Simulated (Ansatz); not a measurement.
# MoI (F-43m) in Ansatz: a series of runs

Aim: see how the results for MoI move with the level of theory and the settings. Levels: LDA, PBE, PBEsol, RPBE. Tasks: band structure.

Program: Ansatz 0.2.0. These are calculated values, not measurements. Logs are shortened: lines on timing, memory, paths and dates and some standing lists are left out, and cuts for length are marked.

## Step 1: The crystal as given

The structure is cubic, space group F-43m (No. 216). The conventional cell has a = 6.358 Å, b = 6.358 Å, c = 6.358 Å, α = 90.00°, β = 90.00°, γ = 90.00°. Mo (site symmetry -43m) is surrounded by 4 I at 2.75 Å. I (site symmetry -43m) has 4 Mo at 2.75 Å as nearest neighbours.

The cell was built by a generator and needn't be a form met in nature.

## Step 2: Band structure, LDA

input.yaml reads:

```yaml
crystal:
  lattice:
    - [0.0, 3.17885138, 3.17885138]
    - [3.17885138, 0.0, 3.17885138]
    - [3.17885138, 3.17885138, 0.0]
  atoms:
    - { symbol: Mo, position: [0.0, 0.0, 0.0] }
    - { symbol: I, position: [0.75, 0.75, 0.75] }
hamiltonian:
  xc: lda
  pseudopotentials: { kind: paw }
kpoints:
  mp_grid: { grid: [7, 7, 7] }
  band_path:
    path:
      - [[0.0, 0.0, 0.0], [0.5, 0.0, 0.5], [0.5, 0.25, 0.75], [0.375, 0.375, 0.75], [0.0, 0.0, 0.0], [0.5, 0.5, 0.5], [0.625, 0.25, 0.625], [0.5, 0.25, 0.75], [0.5, 0.5, 0.5], [0.375, 0.375, 0.75]]
      - [[0.625, 0.25, 0.625], [0.5, 0.0, 0.5]]
    npoints: 14
scf:
  occupations: { method: fermi_dirac, width: 0.05 }
  n_extra_bands: 6
output:
  forces: true
  stress: true
  eigenvalues: true
  fatbands: false
```

Potentials or basis: Ansatz PAW.

Run with:

```bash
$ ansatz run input.yaml --threads 2 --pin off --max-ram 5632MiB --backend cpu --events-out ev --progress --plain --runs-dir out
```

Standard output:

```text
Warning: RAYON_NUM_THREADS=2 ignored (pool sized by the plan → 2); use --threads N
scf.n_extra_bands = 6 over 16 filled bands (N_el = 31.0): the run solves 22 bands
Engine: ansatz 0.2.0, aarch64-unknown-linux-gnu
Pseudopotentials: kind: paw
Pseudopotential: Mo, paw, valence charge 14, recommended cutoff 420 eV (normal), Mo.paw.azcp
Pseudopotential: I, paw, valence charge 17, recommended cutoff 420 eV (normal), I.paw.azcp
Functional definition: SPW92
  exchange = slater_x
  correlation = pw_c
Crystal: 2 atoms, lattice volume = 64.245 Å³
Basis set: ecut = 420 eV, 1243 PW (Γ)
Bands: 22, of which v1, the nominal top of the filled ones, is band 16 counted from 1 (15 counted from 0)
Symmetry: 24 space group operations
Space group: F-43m (ITA 216), of the structure as read, at distance tolerance 4.0e-5 Å
k-points: 20 of 343 (time reversal used)
Non-local potential: Mo, projectors of the file, l = 0: 3, l = 1: 2, l = 2: 2, l = 3: 1
Non-local potential: I, projectors of the file, l = 0: 2, l = 1: 2, l = 2: 2, l = 3: 2
PAW form: soft (Blöchl's): semilocal exchange-correlation on the pseudo side does not see the compensation charge
PAW frozen core: Mo, regenerated for the run's functional, and the local potential with it (the file was generated under x = pbe(κ = 0.804, μ = 0.2195149727645171), c = pbe(β = 0.06672455060314922))
PAW frozen core: I, regenerated for the run's functional, and the local potential with it (the file was generated under x = pbe(κ = 0.804, μ = 0.2195149727645171), c = pbe(β = 0.06672455060314922))
PAW one-centre angular grid: Mo, 590 points (default); XC on 64 Gauss nodes
PAW one-centre angular grid: I, 590 points (default); XC on 64 Gauss nodes
Initial density: superposition of atomic densities (neutral atoms: chi_scale 0, normalization atom), corrected by the library's trained network
Initial wavefunctions: pseudopotential atomic-orbital guess
Functional: x = slater, c = lda
SCF iter   1: F=—  HF=-12195.406977 eV  |F-HF|=—  |Δ(HF+E_count)|=         —  Δρ=5.18e-3  dr2=7.88e-3  ethr=1.77e-3  ⟨swp⟩=6.8  Hψ=2354  notcnv=0
preconditioner: auto → LDOS  [metal: Δε(μ)=0.049 eV  Ē_g=8.414 eV  σ=0.050 eV  W_gap=0.24  n_scr=14 (ndim 8)  ℏωp=16.7 eV  f_vac=0.048  D(μ)=4.88/eV (n_scr^D=58)  β→1.0]
SCF iter   2: F=—  HF=-12195.405100 eV  |F-HF|=—  |Δ(HF+E_count)|=   1.88e-3  Δρ=1.26e-3  dr2=4.63e-4  ethr=2.54e-5  ⟨swp⟩=2.0  Hψ=999  notcnv=0  defer=10
SCF iter   3: F=—  HF=-12195.404939 eV  |F-HF|=—  |Δ(HF+E_count)|=   1.61e-4  Δρ=3.37e-4  dr2=8.67e-5  ethr=1.49e-6  ⟨swp⟩=2.0  Hψ=739  notcnv=0  defer=10
SCF iter   4: F=—  HF=-12195.404905 eV  |F-HF|=—  |Δ(HF+E_count)|=   3.41e-5  Δρ=1.17e-4  dr2=1.40e-5  ethr=2.80e-7  ⟨swp⟩=2.0  Hψ=709  notcnv=0  defer=10
SCF iter   5: F=—  HF=-12195.404903 eV  |F-HF|=—  |Δ(HF+E_count)|=   2.03e-6  Δρ=3.30e-5  dr2=1.20e-6  ethr=4.52e-8  ⟨swp⟩=1.9  Hψ=460  notcnv=0  defer=10
SCF iter   6: F=-12195.404902 eV  HF=-12195.404902 eV  |F-HF|=8.04e-8  |Δ(HF+E_count)|=   1.71e-7  Δρ=9.33e-6  dr2=9.28e-8  ethr=3.23e-10  ⟨swp⟩=6.0  Hψ=2248  notcnv=0
SCF 1 converged in 6 iterations: F = -12195.404902 eV  dr2 = 9.28e-8
NSCF: frozen V_eff on 142 k-points
SCF converged after 6 iterations
Free energy (F): -12195.404902 eV
Harris-Foulkes:  -12195.404902 eV  (|F-HF|=8.04e-8)
Internal energy: -12195.365956 eV  (E = F + TS)
E sigma→0 (E₀):  -12195.385429 eV
Entropy (-TS):   -0.038946 eV (-19.473 meV/atom)
Fermi energy:    9.121690 eV
--- Per-component energies (eV) ---
  E_band       = -576.687772
  E_kinetic    = 629.071122
  E_local      = -3419.474408  (includes V_loc(G=0)·N_el)
  E_nonlocal   = 66.858858
  E_hartree    = 1534.429519
  E_xc         = -305.335690
  E_vxc        = -351.719590  (∫ρ·V_xc dr)
  E_paw        = -7751.690015  (= ΣΔE_a)
  E_vpaw       = -570.289703  (= ΣTr[D̂ρ^β])
  E_aug_tail   = 0.000099  (compensation charges beyond the density's cutoff)
  E_ewald      = -2950.479473
  E_core_change = 1.254031  (= ΣΔE_core)
  E_smearing   = -0.038946  (= −TS)
  E_closure    = 0.000000  (closes the sum)
  Σ components = -12195.404902   (vs F -12195.404902, Δ=0.00e0)
--- Forces (eV/Å), atoms counted from 1 ---
  atom   1  Mo     0.00000000    -0.00000000     0.00000000
  atom   2  I      0.00000000    -0.00000000     0.00000000
  max |Σ_I F_I| component: 5.55e-17 eV/Å
--- Stress (GPa, compression-positive) ---
      -11.551225       0.000000       0.000000
        0.000000     -11.551225      -0.000000
        0.000000      -0.000000     -11.551225
  P = ⅓ Tr σ = -11.5512 GPa (-115.512 kbar)
--- Band table (eV; the first three rows and the last of 20) ---
  k-point 0: bands = ["-51.3412", "-37.7476", "-37.7476", "-37.7476", "-37.7384", "-37.7384", "-25.5186", "-25.5186", "-25.5186", "-5.8123", "4.2402", "4.2402", "4.2402", "8.7171", "8.7171", "9.4629", "11.5665", "11.5665", "11.5665", "14.3412", "14.3412", "14.3412"]
  k-point 1: bands = ["-51.3412", "-37.7476", "-37.7476", "-37.7474", "-37.7384", "-37.7384", "-25.5218", "-25.5191", "-25.5191", "-5.7511", "4.0082", "4.2764", "4.2764", "8.6692", "8.6692", "9.9341", "11.0476", "11.4130", "11.4130", "13.9954", "14.5729", "14.5729"]
  k-point 2: bands = ["-51.3411", "-37.7474", "-37.7474", "-37.7467", "-37.7384", "-37.7384", "-25.5290", "-25.5202", "-25.5202", "-5.6100", "3.6019", "4.3521", "4.3521", "8.6686", "8.6686", "9.6860", "10.9247", "10.9247", "11.1238", "14.0021", "15.0810", "15.0810"]
  k-point 19: bands = ["-51.3409", "-37.7471", "-37.7470", "-37.7458", "-37.7384", "-37.7383", "-25.5345", "-25.5265", "-25.5240", "-5.3733", "3.6459", "3.9103", "4.5417", "7.9883", "8.5355", "9.0643", "9.6332", "10.1922", "13.8405", "14.1620", "15.1653", "16.0083"]
```

bands.tsv:

```text
# k_distance	band_0	band_1	band_2	band_3	band_4	band_5	band_6	band_7	band_8	band_9	band_10	band_11	band_12	band_13	band_14	band_15	band_16	band_17	band_18	band_19	band_20	band_21
# fermi_ev = 9.121690
[... 158 lines left out ...]
6.294044	-60.462587	-46.868610	-46.868604	-46.867705	-46.860186	-46.859878	-34.657886	-34.646400	-34.646315	-14.486130	-5.968457	-4.557093	-4.546491	-1.082519	-0.382172	0.053190	0.284256	0.284893	3.912904	4.923334	7.489210	8.778387
6.319001	-60.462587	-46.868606	-46.868602	-46.867711	-46.860187	-46.859877	-34.657913	-34.646354	-34.646333	-14.486123	-5.973775	-4.548526	-4.545865	-1.080454	-0.373081	0.069676	0.265363	0.265842	3.902413	4.920817	7.507620	8.913764
6.343959	-60.462586	-46.868594	-46.868594	-46.867710	-46.860182	-46.859860	-34.657922	-34.646339	-34.646339	-14.486121	-5.975550	-4.545655	-4.545655	-1.079781	-0.369743	0.075912	0.258754	0.258754	3.898889	4.919986	7.513847	8.985007
```

Wall time 6.4 s (2 threads of Arm Neoverse V1, shared host); peak memory 0.36 GiB.

Results:

| Quantity | Value |
| --- | --- |
| Free energy | -12195.4049 eV |
| Pressure | -11.6 GPa |
| Band gap on the k mesh | none (metal or under the smearing width) |

Levels at the corners of the path, in eV from the Fermi level:
```tsv
point	band 13	band 14	band 15	band 16	band 17	band 18	band 19	band 20
Γ	-4.88	-0.40	-0.40	0.34	2.44	2.44	2.44	5.22
X	-4.55	-1.08	-0.37	0.08	0.26	0.26	3.90	4.92
W	-4.57	-1.17	-0.67	-0.02	0.44	1.11	5.10	5.19
K	-4.58	-1.15	-0.29	-0.28	0.63	0.79	4.27	5.02
Γ	-4.88	-0.40	-0.40	0.34	2.44	2.44	2.44	5.22
L	-4.71	-0.30	-0.25	-0.25	1.14	1.14	2.36	6.15
U	-4.58	-1.15	-0.29	-0.28	0.63	0.79	4.27	5.02
W	-4.57	-1.17	-0.67	-0.02	0.44	1.11	5.10	5.19
L	-4.71	-0.30	-0.25	-0.25	1.14	1.14	2.36	6.15
K	-4.58	-1.15	-0.29	-0.28	0.63	0.79	4.27	5.02
U	-4.58	-1.15	-0.29	-0.28	0.63	0.79	4.27	5.02
X	-4.55	-1.08	-0.37	0.08	0.26	0.26	3.90	4.92
```

Caveat: spin-orbit coupling is left out, which moves the levels of the heavy elements; an odd number of electrons without spin polarisation forces a metal; a magnetic or distorted state may lie lower; the PAW data sets come from PBE, with cores solved anew for the run's functional, which leaves a small shift of forces and pressure.

## Step 3: Band structure, PBE

input.yaml: that of step 2 with these lines changed.

```diff
@@ -9,3 +9,3 @@
 hamiltonian:
-  xc: lda
+  xc: pbe
   pseudopotentials: { kind: paw }
```

Potentials or basis: Ansatz PAW.

Run with:

```bash
$ ansatz run input.yaml --threads 2 --pin off --max-ram 5632MiB --backend cpu --events-out ev --progress --plain --runs-dir out
```

Standard output:

```text
Warning: RAYON_NUM_THREADS=2 ignored (pool sized by the plan → 2); use --threads N
scf.n_extra_bands = 6 over 16 filled bands (N_el = 31.0): the run solves 22 bands
[... 4 set-up lines as earlier in the session ...]
Functional definition: PBE
  parameter kappa = 0.804
  parameter beta = 0.06672455060314922
  exchange = pbe_x(kappa = kappa, mu = beta*pi^2/3)
  correlation = pbe_c(beta = beta)
Crystal: 2 atoms, lattice volume = 64.245 Å³
Basis set: ecut = 420 eV, 1243 PW (Γ), exchange–correlation on 64×64×64 points (8 copies of the dense FFT grid, shifted against one another)
Bands: 22, of which v1, the nominal top of the filled ones, is band 16 counted from 1 (15 counted from 0)
[... 2 set-up lines as earlier in the session ...]
k-points: 20 of 343 (time reversal used)
[... 7 set-up lines as earlier in the session ...]
Functional: x = pbe(κ = 0.804, μ = 0.2195149727645171), c = pbe(β = 0.06672455060314922)
SCF iter   1: F=—  HF=-12465.879766 eV  |F-HF|=—  |Δ(HF+E_count)|=         —  Δρ=6.26e-3  dr2=9.27e-3  ethr=1.77e-3  ⟨swp⟩=6.7  Hψ=2357  notcnv=0
preconditioner: auto → LDOS  [metal: Δε(μ)=0.032 eV  Ē_g=8.430 eV  σ=0.050 eV  W_gap=0.16  n_scr=14 (ndim 8)  ℏωp=16.7 eV  f_vac=0.048  D(μ)=4.79/eV (n_scr^D=58)  β→1.0]
SCF iter   2: F=—  HF=-12465.879701 eV  |F-HF|=—  |Δ(HF+E_count)|=   6.54e-5  Δρ=1.02e-3  dr2=9.12e-4  ethr=2.99e-5  ⟨swp⟩=2.4  Hψ=933  notcnv=0  defer=13
SCF iter   3: F=—  HF=-12465.879671 eV  |F-HF|=—  |Δ(HF+E_count)|=   3.03e-5  Δρ=3.83e-4  dr2=1.23e-4  ethr=2.94e-6  ⟨swp⟩=2.8  Hψ=708  notcnv=0  defer=13
SCF iter   4: F=—  HF=-12465.879665 eV  |F-HF|=—  |Δ(HF+E_count)|=   5.70e-6  Δρ=1.62e-4  dr2=2.38e-5  ethr=3.97e-7  ⟨swp⟩=2.2  Hψ=711  notcnv=0  defer=13
SCF iter   5: F=—  HF=-12465.879659 eV  |F-HF|=—  |Δ(HF+E_count)|=   5.68e-6  Δρ=3.91e-5  dr2=1.58e-6  ethr=7.67e-8  ⟨swp⟩=2.0  Hψ=720  notcnv=0  defer=13
SCF iter   6: F=-12465.879659 eV  HF=-12465.879659 eV  |F-HF|=6.68e-8  |Δ(HF+E_count)|=   4.32e-8  Δρ=1.15e-5  dr2=6.04e-8  ethr=3.23e-10  ⟨swp⟩=6.0  Hψ=2272  notcnv=0
SCF 1 converged in 6 iterations: F = -12465.879659 eV  dr2 = 6.04e-8
NSCF: frozen V_eff on 142 k-points
SCF converged after 6 iterations
Free energy (F): -12465.879659 eV
Harris-Foulkes:  -12465.879659 eV  (|F-HF|=6.68e-8)
Internal energy: -12465.841279 eV  (E = F + TS)
E sigma→0 (E₀):  -12465.860469 eV
Entropy (-TS):   -0.038380 eV (-19.190 meV/atom)
Fermi energy:    9.432588 eV
--- Per-component energies (eV) ---
  E_band       = -568.861853
  E_kinetic    = 628.140695
  E_local      = -3408.254374  (includes V_loc(G=0)·N_el)
  E_nonlocal   = 57.087900
  E_hartree    = 1535.217708
  E_xc         = -307.414046
  E_vxc        = -352.221373  (∫ρ·V_xc dr)
  E_paw        = -8020.139729  (= ΣΔE_a)
  E_vpaw       = -564.039656  (= ΣTr[D̂ρ^β])
  E_aug_tail   = 0.000040  (compensation charges beyond the density's cutoff)
  E_ewald      = -2950.479473
  E_smearing   = -0.038380  (= −TS)
  E_closure    = -0.000000  (closes the sum)
  Σ components = -12465.879659   (vs F -12465.879659, Δ=0.00e0)
--- Forces (eV/Å), atoms counted from 1 ---
  atom   1  Mo     0.00000000    -0.00000000     0.00000000
  atom   2  I      0.00000000    -0.00000000     0.00000000
  max |Σ_I F_I| component: 6.25e-17 eV/Å
--- Stress (GPa, compression-positive) ---
       -7.374119       0.000000       0.000000
        0.000000      -7.374119      -0.000000
        0.000000      -0.000000      -7.374119
  P = ⅓ Tr σ = -7.3741 GPa (-73.741 kbar)
--- Band table (eV; the first three rows and the last of 20) ---
  k-point 0: bands = ["-51.1280", "-37.5719", "-37.5719", "-37.5719", "-37.5633", "-37.5633", "-25.2687", "-25.2687", "-25.2687", "-5.4351", "4.5402", "4.5402", "4.5402", "9.0000", "9.0000", "9.9063", "11.9195", "11.9195", "11.9195", "14.6744", "14.6744", "14.6744"]
  k-point 1: bands = ["-51.1280", "-37.5718", "-37.5718", "-37.5716", "-37.5633", "-37.5633", "-25.2719", "-25.2692", "-25.2692", "-5.3734", "4.3130", "4.5755", "4.5755", "8.9560", "8.9560", "10.3660", "11.4083", "11.7646", "11.7646", "14.3525", "14.9018", "14.9018"]
  k-point 2: bands = ["-51.1279", "-37.5717", "-37.5717", "-37.5710", "-37.5633", "-37.5633", "-25.2790", "-25.2703", "-25.2703", "-5.2312", "3.9113", "4.6490", "4.6490", "8.9616", "8.9616", "10.0481", "11.2743", "11.2743", "11.5553", "14.3677", "15.3966", "15.3966"]
  k-point 19: bands = ["-51.1277", "-37.5714", "-37.5713", "-37.5701", "-37.5634", "-37.5632", "-25.2843", "-25.2765", "-25.2740", "-4.9923", "3.9525", "4.2111", "4.8329", "8.3423", "8.8596", "9.3623", "9.9941", "10.5181", "14.1929", "14.5204", "15.5105", "16.4076"]
```

Run time: 6.5 s. Hardware: 2 threads of Arm Neoverse V1, shared host; peak memory 0.37 GiB.

Results:

```yaml
Free_energy: -12465.8797 eV
Pressure: -7.4 GPa
Band_gap_on_the_k_mesh: none (metal or under the smearing width)
```

Levels at the corners of the path, in eV from the Fermi level:
```tsv
point	band 14	band 15	band 16	band 17	band 18	band 19
Γ	-0.43	-0.43	0.47	2.49	2.49	2.49
X	-1.03	-0.37	0.05	0.31	0.31	3.93
W	-1.13	-0.65	-0.04	0.50	1.12	5.09
K	-1.11	-0.29	-0.27	0.67	0.82	4.30
Γ	-0.43	-0.43	0.47	2.49	2.49	2.49
L	-0.27	-0.27	-0.24	1.18	1.18	2.48
U	-1.11	-0.29	-0.27	0.67	0.82	4.30
W	-1.13	-0.65	-0.04	0.50	1.12	5.09
L	-0.27	-0.27	-0.24	1.18	1.18	2.48
K	-1.11	-0.29	-0.27	0.67	0.82	4.30
U	-1.11	-0.29	-0.27	0.67	0.82	4.30
X	-1.03	-0.37	0.05	0.31	0.31	3.93
```

Caveat: spin-orbit coupling is left out, which moves the levels of the heavy elements; an odd number of electrons without spin polarisation forces a metal; a magnetic or distorted state may lie lower.

(Continued in part 2 of 2.)
